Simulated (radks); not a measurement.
**Ti²⁺ in [Ar] 3d1 4s1: an all-electron calculation**

The task here is to estimate one member of a computed series from the others.

Program: radks (a radial shooting solver on a logarithmic mesh, Libxc functionals) version 1. Level of theory: non-relativistic Kohn-Sham, AM05, spin-polarised, spherical densities, point nucleus; open shells are filled with parallel spins first. These are calculated values, not measurements, unless marked.

## What is computed

```
element       : titanium (Z = 22)
charge        : +2
electrons     : 20
configuration : [Ar] 3d1 4s1
```

The outer shells:

Ti²⁺
```
[Ar] core
3d [↑ ][  ][  ][  ][  ]
4s [↑ ]
```

The first run:

Input:

```text
Z 22
configuration [Ar] 3d1 4s1
relativity non-relativistic
functional am05,am05
spin polarised
nucleus point
```

One of the session's tables, all rows but one given; the rest of the session is left out.

It belongs to the step «Shells». Radial moments (bohr):

| level | <r> | outermost maximum (interpolated) | 90 % within | nodes |
| --- | --- | --- | --- | --- |
| 1s up | 0.07028 | 0.0462 | 0.125 | 0 |
| 1s down | 0.07028 | 0.0462 | 0.125 | 0 |
| 2s up | 0.3283 | 0.272 | 0.510 | 1 |
| 2s down | 0.3281 | 0.272 | 0.509 | 1 |
| 2p up | 0.2913 | 0.221 | 0.479 | 0 |
| 2p down | 0.2911 | 0.221 | 0.478 | 0 |
| 3s up | 1.003 | 0.872 | 1.50 | 2 |
| 3s down | 1.002 | 0.872 | 1.50 | 2 |
| 3p up | 1.065 | 0.896 | 1.63 | 1 |
| 3p down | 1.063 | 0.897 | 1.63 | 1 |
| 3d up | 1.307 | 0.928 | 2.19 | 0 |
| 3d down | 1.295 | 0.928 | 2.16 | 0 |
| 4s up | ? | ? | ? | ? |

Q: Estimate the row for 4s up from the others.

As computed: <r>: 2.787; outermost maximum (interpolated): 2.51; 90 % within: 4.03; nodes: 3. In the column «<r>» it is the highest.
